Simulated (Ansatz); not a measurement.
# H₄OS₃Zr: up Jacob's ladder to CCSD(T)

The task here is to estimate one member of a computed series from the others.

Method: functionals in def2-TZVPP, the program's frozen cores in correlated methods; program: Ansatz 0.2.0, Gaussian basis.

Plan: LDA (SPW92), PBE-D4, revPBE-D4, BLYP-D4, r2SCAN-D4, B97M-V, PBE0-D4, B3LYP-D4, r2SCANh-D4, r2SCAN0-D4, HSE06-D4, BHLYP-D4, CAM-B3LYP-D4, LC-ωPBE, ωB97X-V, ωB97M-V, B2PLYP, PBE-QIDH; CCSD(T)/def2-SVP; CCSD(T)/def2-TZVPP; MP2/def2-QZVPP; extrapolation to the limit; RPA on PBE.

**The relaxed structure**

All runs share one geometry, relaxed beforehand with PBE0-D4 in a triple-zeta def2 set. Zr takes the def2 core potential; no spin-orbit term is included.

SMILES `[OH][Zr]([SH])([SH])[SH]`, 9 atoms, charge 0, spin multiplicity 1.

Atoms are counted from 1 here; the program's logs count them from 0.

Bond lengths: O1–Zr2 1.894 Å, O1–H6 0.954 Å, Zr2–S3 2.438 Å, Zr2–S4 2.435 Å, Zr2–S5 2.445 Å, S3–H7 1.349 Å, S4–H8 1.348 Å, S5–H9 1.348 Å. Angles: Zr2–O1–H6 165.5°, O1–Zr2–S3 114.0°, O1–Zr2–S4 109.0°, O1–Zr2–S5 110.4°, S3–Zr2–S4 106.3°, S3–Zr2–S5 105.8°, S4–Zr2–S5 111.2°, Zr2–S3–H7 90.6°, Zr2–S4–H8 89.8°, Zr2–S5–H9 91.5°.

Set-up of the first run:

The input, in.yaml:

```yaml
crystal:
  periodic: [false, false, false]
  atoms:
    - {symbol: O, position_ang: [-1.219188, 0.442500, -1.399631]}
    - {symbol: Zr, position_ang: [-0.167767, -0.074031, 0.088619]}
    - {symbol: S, position_ang: [-0.487495, 1.322689, 2.061210]}
    - {symbol: S, position_ang: [-0.780274, -2.337349, 0.746406]}
    - {symbol: S, position_ang: [2.211863, 0.075636, -0.454256]}
    - {symbol: H, position_ang: [-1.828857, 0.870856, -1.995685]}
    - {symbol: H, position_ang: [-0.124311, 2.417976, 1.362421]}
    - {symbol: H, position_ang: [0.423747, -2.485920, 1.335166]}
    - {symbol: H, position_ang: [1.972282, -0.232359, -1.744250]}
basis:
  gaussian: {orbitals: def2-TZVPP}
hamiltonian: {xc: lda}
output: {orbitals: {seedname: orbitals}}
```

Launch:

```bash
ansatz run in.yaml --threads 4 --pin off --events-out ev --progress --plain --max-ram 10444MiB
```

Steps of the session up to this table: LDA; PBE-D4 (GGA); revPBE-D4 (GGA); BLYP-D4 (GGA); r2SCAN-D4 (meta-GGA); B97M-V (meta-GGA); B3LYP-D4 (hybrid); r2SCANh-D4 (hybrid); r2SCAN0-D4 (hybrid); HSE06-D4 (hybrid); BHLYP-D4 (hybrid); CAM-B3LYP-D4 (range-separated); LC-ωPBE (range-separated); ωB97X-V (range-separated); ωB97M-V (range-separated); B2PLYP (double hybrid); PBE-QIDH (double hybrid).

One table of the session follows, with a row left open; its other results are not shown here.

It belongs to the step «Frontier levels by functional». 

```
  functional  HOMO (eV)  LUMO (eV)  gap (eV)
 LDA (SPW92)      -6.49      -2.89      3.60
      PBE-D4      -6.35      -2.69      3.66
   revPBE-D4      -6.29      -2.61      3.68
     BLYP-D4      -6.17      -2.54      3.62
   r2SCAN-D4      -6.64      -2.55      4.09
      B97M-V      -6.69      -2.49      4.20
     PBE0-D4      -7.52      -1.89      5.63
    B3LYP-D4          ?          ?         ?
  r2SCANh-D4      -7.07      -2.25      4.82
  r2SCAN0-D4      -7.72      -1.80      5.92
    HSE06-D4      -7.13      -2.27      4.86
    BHLYP-D4      -8.53      -0.91      7.62
CAM-B3LYP-D4      -8.78      -0.80      7.98
     LC-ωPBE     -10.18       0.27     10.45
     ωB97X-V      -9.81       0.20     10.02
     ωB97M-V      -9.64       0.13      9.77
```

Q: Estimate the row for B3LYP-D4 from the others.

Worked estimate for «HOMO (eV)». Against the share of exact exchange, BLYP-D4 (0, -6.17), BHLYP-D4 (0.5, -8.53) give a slope of -4.72 per unit share; at 0.2 the line stands at -7.11.

**Answer.** HOMO (eV): -7.26; LUMO (eV): -2.08; gap (eV): 5.19. In «HOMO (eV)» the line misses by +0.15.
